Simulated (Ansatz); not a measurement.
# Alloy of AlN and SiC (6 of 48 Al sites, 6 of 48 N sites exchanged), 96 atoms, part 2 of 2

Ansatz 0.2.0, PAW. Earlier steps stand in the parts before.

### Step 3. Single point with HSE06

File in.yaml:

```yaml
crystal:
  lattice:
    - [9.351903, 0.000000, 0.000000]
    - [0.000000, 10.793449, 0.000000]
    - [0.000000, 0.000000, 9.980501]
  atoms:
    - { symbol: Al, position: [0.168477, 0.085624, 0.249022] }
    - { symbol: Al, position: [0.000933, 0.332277, 0.250816] }
    - { symbol: Al, position: [0.001555, 0.333700, 0.744383] }
    - { symbol: Al, position: [0.498396, 0.085571, 0.245860] }
    - { symbol: Al, position: [0.501190, 0.080973, 0.745944] }
    - { symbol: Al, position: [0.331888, 0.333139, 0.251986] }
    - { symbol: Al, position: [0.331445, 0.334324, 0.751297] }
    - { symbol: Al, position: [0.163456, 0.580795, 0.249801] }
    - { symbol: Al, position: [0.165760, 0.586246, 0.749011] }
    - { symbol: Al, position: [0.999977, 0.835754, 0.241521] }
    - { symbol: Al, position: [0.997344, 0.832028, 0.746786] }
    - { symbol: Al, position: [0.833677, 0.085823, 0.248462] }
    - { symbol: Al, position: [0.831324, 0.081490, 0.751060] }
    - { symbol: Al, position: [0.667246, 0.332810, 0.250358] }
    - { symbol: Al, position: [0.666862, 0.333703, 0.751366] }
    - { symbol: Al, position: [0.501668, 0.582116, 0.250073] }
    - { symbol: Al, position: [0.498587, 0.583282, 0.750170] }
    - { symbol: Al, position: [0.338645, 0.832893, 0.750107] }
    - { symbol: Al, position: [0.833414, 0.578533, 0.250716] }
    - { symbol: Al, position: [0.835865, 0.583554, 0.748675] }
    - { symbol: Al, position: [0.670326, 0.830634, 0.240972] }
    - { symbol: Al, position: [0.665095, 0.830790, 0.752523] }
    - { symbol: Al, position: [0.000435, 0.163227, 0.501173] }
    - { symbol: Al, position: [0.000004, 0.166285, 0.995279] }
    - { symbol: Al, position: [0.333070, 0.167906, 0.497390] }
    - { symbol: Al, position: [0.333671, 0.168816, 0.997283] }
    - { symbol: Al, position: [0.165741, 0.416614, 0.501350] }
    - { symbol: Al, position: [0.166184, 0.416890, 0.999990] }
    - { symbol: Al, position: [0.000285, 0.663908, 0.494367] }
    - { symbol: Al, position: [0.665739, 0.169006, 0.498495] }
    - { symbol: Al, position: [0.665598, 0.166720, 0.997527] }
    - { symbol: Al, position: [0.500103, 0.416747, 0.499846] }
    - { symbol: Al, position: [0.497023, 0.413745, 0.001835] }
    - { symbol: Al, position: [0.331534, 0.664574, 0.501070] }
    - { symbol: Al, position: [0.169314, 0.914557, 0.997110] }
    - { symbol: Al, position: [0.834379, 0.415680, 0.501376] }
    - { symbol: Al, position: [0.836830, 0.414903, 0.999226] }
    - { symbol: Al, position: [0.669192, 0.665362, 0.500257] }
    - { symbol: Al, position: [0.671040, 0.665773, 0.002490] }
    - { symbol: Al, position: [0.504987, 0.920374, 0.495760] }
    - { symbol: Al, position: [0.502080, 0.915816, 0.998910] }
    - { symbol: Al, position: [0.833180, 0.917933, 0.999933] }
    - { symbol: Si, position: [0.167801, 0.084583, 0.748915] }
    - { symbol: Si, position: [0.331628, 0.835287, 0.247826] }
    - { symbol: Si, position: [0.998684, 0.671867, 0.004383] }
    - { symbol: Si, position: [0.332141, 0.668892, 0.999854] }
    - { symbol: Si, position: [0.165975, 0.919983, 0.496664] }
    - { symbol: Si, position: [0.832799, 0.918551, 0.497391] }
    - { symbol: N, position: [0.003294, 0.162900, 0.185286] }
    - { symbol: N, position: [0.009536, 0.156982, 0.695169] }
    - { symbol: N, position: [0.328206, 0.169068, 0.188432] }
    - { symbol: N, position: [0.318793, 0.164324, 0.690919] }
    - { symbol: N, position: [0.169739, 0.417061, 0.187834] }
    - { symbol: N, position: [0.168432, 0.420810, 0.694558] }
    - { symbol: N, position: [0.001691, 0.667498, 0.683960] }
    - { symbol: N, position: [0.669208, 0.167668, 0.189765] }
    - { symbol: N, position: [0.671096, 0.168590, 0.689121] }
    - { symbol: N, position: [0.497776, 0.417198, 0.191900] }
    - { symbol: N, position: [0.498378, 0.416560, 0.691656] }
    - { symbol: N, position: [0.334295, 0.676823, 0.183811] }
    - { symbol: N, position: [0.332146, 0.668944, 0.689658] }
    - { symbol: N, position: [0.179721, 0.916095, 0.192074] }
    - { symbol: N, position: [0.170950, 0.925295, 0.678352] }
    - { symbol: N, position: [0.832645, 0.413284, 0.187632] }
    - { symbol: N, position: [0.832859, 0.416965, 0.694040] }
    - { symbol: N, position: [0.665392, 0.661527, 0.193430] }
    - { symbol: N, position: [0.666187, 0.663113, 0.689942] }
    - { symbol: N, position: [0.488836, 0.907272, 0.198554] }
    - { symbol: N, position: [0.499212, 0.911294, 0.683252] }
    - { symbol: N, position: [0.834146, 0.921488, 0.194383] }
    - { symbol: N, position: [0.833129, 0.916180, 0.674139] }
    - { symbol: N, position: [0.164643, 0.071648, 0.440729] }
    - { symbol: N, position: [0.166507, 0.080224, 0.926300] }
    - { symbol: N, position: [0.003199, 0.332817, 0.936883] }
    - { symbol: N, position: [0.333221, 0.336325, 0.442550] }
    - { symbol: N, position: [0.330026, 0.336373, 0.939678] }
    - { symbol: N, position: [0.169668, 0.585334, 0.439622] }
    - { symbol: N, position: [0.170268, 0.591524, 0.945786] }
    - { symbol: N, position: [0.002429, 0.844072, 0.445730] }
    - { symbol: N, position: [0.836123, 0.072858, 0.443335] }
    - { symbol: N, position: [0.836022, 0.086062, 0.938205] }
    - { symbol: N, position: [0.666139, 0.337432, 0.440744] }
    - { symbol: N, position: [0.666618, 0.339173, 0.940980] }
    - { symbol: N, position: [0.498226, 0.588076, 0.439988] }
    - { symbol: N, position: [0.485627, 0.585320, 0.945956] }
    - { symbol: N, position: [0.318463, 0.833455, 0.431165] }
    - { symbol: N, position: [0.332507, 0.822115, 0.941551] }
    - { symbol: N, position: [0.832607, 0.584154, 0.441981] }
    - { symbol: N, position: [0.847279, 0.582766, 0.940749] }
    - { symbol: N, position: [0.681098, 0.834323, 0.439286] }
    - { symbol: C, position: [0.999265, 0.666536, 0.186497] }
    - { symbol: C, position: [0.000779, 0.328721, 0.443905] }
    - { symbol: C, position: [0.499137, 0.085071, 0.438834] }
    - { symbol: C, position: [0.496493, 0.083105, 0.939184] }
    - { symbol: C, position: [0.003844, 0.828487, 0.938862] }
    - { symbol: C, position: [0.667628, 0.830188, 0.943512] }
  symmetry: { detect: false }
kpoints:
  mp_grid: { grid: [1, 1, 1], shift: [0.25, 0.25, 0.25] }
hamiltonian:
  xc: hse06
scf:
  occupations: { method: fermi_dirac, width: 0.01 }
output:
  forces: true
  eigenvalues: true
  populations: true
  eigenstates: { kpoints: [[0.25, 0.25, 0.25]], e_range: [-6.0, 6.0], localisation: true }
```

The run is started by

```bash
$ ansatz run in.yaml --threads 2 --pin off --max-ram 20900MiB --runs-dir r --events-out ev --progress --plain --backend cuda --devices 0, --max-vram 18GiB
```

Log:

```text
Pseudopotentials: kind: paw
Functional definition: HSE06
  parameter a = 0.25
  parameter omega = 0.11/bohr
  exchange = pbe_x - a*pbe_x_sr(omega) + a*exact_x_sr(omega)
  correlation = pbe_c
Crystal: 96 atoms, lattice volume = 1007.425 Å³
Basis set: ecut = 420 eV, 19691 PW (Γ), exchange–correlation on 128×150×144 points (8 copies of the dense FFT grid, shifted against one another)
Bands: 288, of which v1, the nominal top of the filled ones, is band 192 counted from 1 (191 counted from 0)
Symmetry: 1 space group operations
k-points: 1
Non-local potential: Al, projectors of the file, l = 0: 2, l = 1: 2, l = 2: 1
Non-local potential: Si, projectors of the file, l = 0: 2, l = 1: 2, l = 2: 2
Non-local potential: N, projectors of the file, l = 0: 2, l = 1: 2, l = 2: 1
Non-local potential: C, projectors of the file, l = 0: 2, l = 1: 2, l = 2: 1
PAW form: soft (Blöchl's): semilocal exchange-correlation on the pseudo side does not see the compensation charge
PAW frozen core: Al, regenerated for the run's functional, and the local potential with it (the file was generated under x = pbe(κ = 0.804, μ = 0.2195149727645171), c = pbe(β = 0.06672455060314922))
PAW frozen core: Si, regenerated for the run's functional, and the local potential with it (the file was generated under x = pbe(κ = 0.804, μ = 0.2195149727645171), c = pbe(β = 0.06672455060314922))
PAW frozen core: N, regenerated for the run's functional, and the local potential with it (the file was generated under x = pbe(κ = 0.804, μ = 0.2195149727645171), c = pbe(β = 0.06672455060314922))
PAW frozen core: C, regenerated for the run's functional, and the local potential with it (the file was generated under x = pbe(κ = 0.804, μ = 0.2195149727645171), c = pbe(β = 0.06672455060314922))
PAW one-centre angular grid: Al, 110 points (default); XC on 64 Gauss nodes
PAW one-centre angular grid: Si, 110 points (default); XC on 64 Gauss nodes
PAW one-centre angular grid: N, 110 points (default); XC on 64 Gauss nodes
PAW one-centre angular grid: C, 110 points (default); XC on 64 Gauss nodes
Initial density: superposition of atomic densities (neutral atoms: chi_scale 0, normalization atom), corrected by the library's trained network
Initial wavefunctions: pseudopotential atomic-orbital guess
Functional: x = pbe(κ = 0.804, μ = 0.2195149727645171), c = pbe(β = 0.06672455060314922), warm-up for x = pbe(κ = 0.804, μ = 0.2195149727645171) + 0.25 (exact − pbe) at short range (hse, ω = 0.20786987370883472 Å⁻¹), c = pbe(β = 0.06672455060314922); HSE06 as pw.x's `hse` composes it (authors' and Libxc's form: `xc: wpbeh`)
SCF iter   1: F=—  HF=-44131.913235 eV  |F-HF|=—  |Δ(HF+E_count)|=         —  Δρ=2.31e-3  dr2=1.87e-1  ethr=1.77e-3  ⟨swp⟩=14.0  Hψ=1737  notcnv=0
preconditioner: auto → none  [insulator: Δε(μ)=3.572 eV  Ē_g=12.920 eV  σ=0.010 eV  W_gap=1.00  n_scr=218 (ndim 8)  ℏωp=22.9 eV  f_vac=0.000  D(μ)=0.00/eV (n_scr^D=0)]
SCF iter   2: F=—  HF=-44131.893587 eV  |F-HF|=—  |Δ(HF+E_count)|=   1.96e-2  Δρ=1.16e-3  dr2=2.16e-2  ethr=4.88e-5  ⟨swp⟩=8.0  Hψ=958  notcnv=0  defer=19
SCF iter   3: F=—  HF=-44131.891195 eV  |F-HF|=—  |Δ(HF+E_count)|=   2.39e-3  Δρ=3.94e-4  dr2=2.44e-3  ethr=5.62e-6  ⟨swp⟩=8.0  Hψ=902  notcnv=0  defer=18
iter 4 solved again at ethr=3.63e-8 eV; its pass at ethr=6.36e-7 eV (dr2=1.39e-4 eV) is discarded
SCF iter   4: F=-44131.891075 eV  HF=-44131.891101 eV  |F-HF|=2.63e-5  |Δ(HF+E_count)|=   9.34e-5  Δρ=1.39e-4  dr2=1.41e-4  ethr=3.63e-8  ⟨swp⟩=6.0  Hψ=1519  notcnv=0  defer=15
SCF 1 stopped early in 4 iterations: F = -44131.891075 eV  dr2 = 1.41e-4
Initial density: handed on by an earlier stage of this run
Initial wavefunctions: those handed on with the density
Functional: x = pbe(κ = 0.804, μ = 0.2195149727645171) + 0.25 (exact − pbe) at short range (hse, ω = 0.20786987370883472 Å⁻¹), c = pbe(β = 0.06672455060314922); HSE06 as pw.x's `hse` composes it (authors' and Libxc's form: `xc: wpbeh`)
Exchange kernel: α = 0.2500, screened, ω = 0.2079 Å⁻¹, Wigner–Seitz truncation, v(0) = 904.7298 eV·Å³, q-mesh 1×1×1, nearest image of the exchange supercell L = 9.35 Å, pair-density grid 45×54×48, without the augmentation charges, whose exchange is taken in its separable form (sized by the pseudopotential files, 64×75×72 at the most)
Frozen-core exchange: fock
SCF iter   1: F=—  HF=-44154.878689 eV  |F-HF|=—  |Δ(HF+E_count)|=         —  Δρ=6.23e-3  dr2=2.12e-1  ethr=3.68e-7  ⟨swp⟩=19.0  Hψ=1973  notcnv=0
preconditioner: auto → none  [insulator: Δε(μ)=4.571 eV  Ē_g=14.885 eV  σ=0.010 eV  W_gap=1.00  n_scr=218 (ndim 8)  ℏωp=22.9 eV  f_vac=0.000  D(μ)=0.00/eV (n_scr^D=0)]
SCF iter   2: F=—  HF=-44154.803565 eV  |F-HF|=—  |Δ(HF+E_count)|=   7.51e-2  Δρ=2.86e-3  dr2=6.11e-2  ethr=3.68e-7  ⟨swp⟩=7.0  Hψ=1282  notcnv=0
SCF iter   3: F=—  HF=-44154.796943 eV  |F-HF|=—  |Δ(HF+E_count)|=   6.62e-3  Δρ=1.12e-3  dr2=6.29e-2  ethr=3.68e-7  ⟨swp⟩=7.0  Hψ=1296  notcnv=0
SCF iter   4: F=—  HF=-44154.785005 eV  |F-HF|=—  |Δ(HF+E_count)|=   1.19e-2  Δρ=1.10e-4  dr2=1.24e-2  ethr=3.68e-7  ⟨swp⟩=6.0  Hψ=1224  notcnv=0
SCF iter   5: F=—  HF=-44154.914902 eV  |F-HF|=—  |Δ(HF+E_count)|=   1.30e-1  Δρ=5.44e-4  dr2=2.59e-3  ethr=4.79e-8  ⟨swp⟩=9.0  Hψ=1443  notcnv=0  defer=1
SCF iter   6: F=—  HF=-44154.914246 eV  |F-HF|=—  |Δ(HF+E_count)|=   6.56e-4  Δρ=1.02e-4  dr2=2.18e-4  ethr=4.79e-8  ⟨swp⟩=4.0  Hψ=824  notcnv=0
SCF iter   7: F=—  HF=-44154.915618 eV  |F-HF|=—  |Δ(HF+E_count)|=   1.37e-3  Δρ=8.58e-5  dr2=7.79e-5  ethr=1.83e-8  ⟨swp⟩=8.0  Hψ=1000  notcnv=0
SCF iter   8: F=-44154.915605 eV  HF=-44154.915606 eV  |F-HF|=9.09e-7  |Δ(HF+E_count)|=   1.23e-5  Δρ=2.01e-5  dr2=5.74e-6  ethr=1.83e-8  ⟨swp⟩=2.0  Hψ=480  notcnv=0
SCF 2 stopped early in 8 iterations: F = -44154.915605 eV  dr2 = 5.74e-6
  Residual-converged pass: ⟨swp⟩=4.0  Hψ=740  notcnv=0  max |occ|·‖R‖ = 5.2e-6 eV (tolerance 6.7e-6 eV)  dr2=5.46e-6  dr2_onsite=1.33e-6  max |Δocc| = 0.0e0
hybrid outer 1: dexx = +1.380e-1 eV, tail = 7.40e-5 eV
SCF iter   1: F=—  HF=-44154.915187 eV  |F-HF|=—  |Δ(HF+E_count)|=         —  Δρ=1.16e-5  dr2=1.05e-6  ethr=9.64e-8  ⟨swp⟩=16.0  Hψ=932  notcnv=0
preconditioner: auto → none  [insulator: Δε(μ)=4.528 eV  Ē_g=14.890 eV  σ=0.010 eV  W_gap=1.00  n_scr=218 (ndim 8)  ℏωp=22.9 eV  f_vac=0.000  D(μ)=0.00/eV (n_scr^D=0)]
SCF iter   2: F=—  HF=-44154.915189 eV  |F-HF|=—  |Δ(HF+E_count)|=   2.06e-6  Δρ=7.89e-6  dr2=2.96e-7  ethr=2.55e-10  ⟨swp⟩=7.0  Hψ=1033  notcnv=0  defer=8
SCF iter   3: F=—  HF=-44154.915189 eV  |F-HF|=—  |Δ(HF+E_count)|=   3.88e-8  Δρ=3.76e-6  dr2=1.17e-7  ethr=6.96e-11  ⟨swp⟩=7.0  Hψ=627  notcnv=0  defer=2
SCF iter   4: F=-44154.915189 eV  HF=-44154.915189 eV  |F-HF|=6.72e-9  |Δ(HF+E_count)|=   6.10e-9  Δρ=2.22e-6  dr2=2.37e-8  ethr=2.29e-11  ⟨swp⟩=6.0  Hψ=579  notcnv=0  defer=1
SCF 3 converged in 4 iterations: F = -44154.915189 eV  dr2 = 2.37e-8
  Residual-converged pass: ⟨swp⟩=3.0  Hψ=492  notcnv=0  max |occ|·‖R‖ = 2.9e-6 eV (tolerance 3.1e-6 eV)  dr2=2.46e-8  dr2_onsite=1.23e-9  max |Δocc| = 0.0e0
[... from here the SCF cycle lines were not kept, up to the last twenty ...]
hybrid outer 2: dexx = +5.628e-7 eV, tail = 5.44e-8 eV, Δε = 7.35e-4 eV (about 2.35e-5 eV left of the loop's levels), ΔF = 1.42e-3 eV/Å (tail 3.07e-4)
NSCF: frozen V_eff on 1 k-points
hybrid SCF converged: 2 outer / 12 inner (+4 warm-up), last move |dexx| = 5.63e-7 eV, tail = 5.44e-8 eV
Stability not checked: this state was not tested for a lower state beside it, because the functional holds exact exchange (a hybrid, or Hartree-Fock), whose exchange loop this test does not read (fock_operator; see scf.lower_state_search)
Free energy (F): -44154.915190 eV
Harris-Foulkes:  -44154.915189 eV  (|F-HF|=6.72e-9)
Internal energy: -44154.915190 eV  (E = F + TS)
E sigma→0 (E₀):  -44154.915190 eV
Fermi energy:    10.038008 eV
--- Per-component energies (eV) ---
  E_band       = 237.796286
  E_kinetic    = 7527.159978
  E_local      = -10288.981174  (includes V_loc(G=0)·N_el)
  E_nonlocal   = 2577.028241
  E_hartree    = 3591.468637
  E_xc         = -3980.862196
  E_vxc        = -4178.275733  (∫ρ·V_xc dr)
  E_exx        = -842.745645  (= α·E_x^exact, valence–valence)
  E_paw        = -28769.620989  (= ΣΔE_a)
  E_vpaw       = -896.585048  (= ΣTr[D̂ρ^β])
  E_aug_tail   = 0.004158  (compensation charges beyond the density's cutoff)
  E_ewald      = -13965.094419
  E_core_change = -3.271786  (= ΣΔE_core)
  E_smearing   = -0.000000  (= −TS)
  E_closure    = 0.000006  (closes the sum)
  Σ components = -44154.915190   (vs F -44154.915190, Δ=-7.28e-12)
--- Forces (eV/Å), atoms counted from 1 ---
  atom   1  Al     0.01378171     0.02010403    -0.03225798
  atom   2  Al    -0.00996440    -0.00067503     0.01080719
[... 36 atoms left out ...]
  atom  39  Al     0.00532058     0.10111393     0.03413244
  atom  40  Al     0.03739318     0.09197752     0.05083772
[... 9 atoms left out ...]
  atom  50  N      0.08305628    -0.03898784     0.01676388
[... 1 atom left out ...]
  atom  52  N     -0.10221896    -0.03931190     0.02133623
[... 15 atoms left out ...]
  atom  68  N     -0.09951489    -0.07021732     0.02098310
[... 3 atoms left out ...]
  atom  72  N     -0.01977044    -0.11788354     0.03372498
[... 7 atoms left out ...]
  atom  80  N      0.02853244    -0.10595605     0.03320740
[... 6 atoms left out ...]
  atom  87  N     -0.03183330    -0.09509170    -0.00244588
[... 9 atoms left out ...]
  max |Σ_I F_I| component: 1.41e-4 eV/Å
--- Band table (eV) ---
  k-point 0: bands = [... 180 lower levels ..., "6.6669", "6.7806", "6.8436", "6.9002", "6.9436", "7.0155", "7.0490", "7.1162", "7.1480", "7.2246", "7.3635", "7.7743", "12.3017", "12.5350", "12.6075", "12.6735", "12.7532", "12.8839", "12.9300", "13.0590", "13.1067", "13.1804", "13.2347", "13.3093", ... 84 higher levels ...]
--- Löwdin populations: 96 sites ---
  site symbol       q [e]
     0     Al      1.8687
     1     Al      1.9293
[... 94 atoms left out ...]
  spilling = 0.009375 (of n_electrons = 384.000000)
```

Run time: 46 s. Hardware: 1 × NVIDIA H100 80GB HBM3 with 2 threads of AMD EPYC 7R13, shared host; peak host memory 3 GiB.

At the single k point (¼, ¼, ¼) the filled levels end at 7.774 eV and the empty ones begin at 12.302 eV, a spacing of 4.53 eV.

Frontier states and how far they spread:

```tsv
level (eV)	spin	filling	atoms sharing it	main element	its share	largest atom
-0.55	both	2.00	9.9	C	0.47	C93 (0.24)
-0.41	both	2.00	8.0	C	0.55	C96 (0.31)
0.00	both	2.00	7.0	C	0.59	C96 (0.29)
4.53	both	0.00	42.1	N	0.46	–
4.76	both	0.00	68.7	Al	0.44	–
4.83	both	0.00	58.4	N	0.41	–
4.90	both	0.00	57.0	Al	0.41	–
4.98	both	0.00	73.6	N	0.42	–
```

The largest force by HSE06 is 0.12 eV/Å, on N72: the geometry is not this level's minimum.

### Step 4. Results

This closing draws on all 2 parts. Changes of volume or cell count from the first structure of part 1.

| level | time | top filled to lowest empty (eV) |
| --- | --- | --- |
| PBEsol, relaxation | 19 s (GPU) | 3.28 |
| HSE06 | 46 s (GPU) | 4.53 |

```
     quantity                                                                       value
   relaxation                                            6 recorded steps, 6.62 eV gained
largest shift                                                                0.20 Å (N85)
 relaxed cell  a = 9.352 Å, b = 10.793 Å, c = 9.981 Å, α = 90.00°, β = 90.00°, γ = 90.00°
   mean bonds                            Al–C 1.904, Al–N 1.914, C–Si 1.816, N–Si 1.797 Å
```

**Reading.** Relaxation gains 6.62 eV, with shifts up to 0.20 Å (N85), while the volume changes by +0.4 %. The mean lengths of the listed bonds run from N–Si 1.80 Å to Al–N 1.91 Å. At the same k points, PBEsol gives a spacing 1.25 eV smaller than the 4.53 eV of HSE06. With one k point the spacing samples only the states that fold onto it, so it can exceed the gap over the zone.
